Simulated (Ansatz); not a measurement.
Crystal: LiBe.

```
Be Li
1.0
     2.81115    0.00000    0.00000
     0.00000    2.81115    0.00000
     0.00000    0.00000    2.81115
Be Li
1 1
Direct
  0.50000 0.50000 0.50000
  0.00000 0.00000 0.00000
```

The cell comes from a database or a generator and needn't be the stable form of this composition.

Base run:

- Program: Ansatz 0.2.0
- Functional: revPBE
- Potentials or basis: all-electron LAPW, scalar-relativistic
- Cutoff: 117 eV (chosen from the basis error)
- Basis error allowed: 0.001 eV/atom
- k mesh: 9 × 9 × 9
- Occupations: fermi-dirac, width 0.05 eV
- Spin: no spin polarisation

Its results: pressure 2.0 GPa.

Problem. The run is repeated on the same cell with these changes: functional from revPBE to BLYP. What comes out?

Solution. Pressure 1.1 GPa.
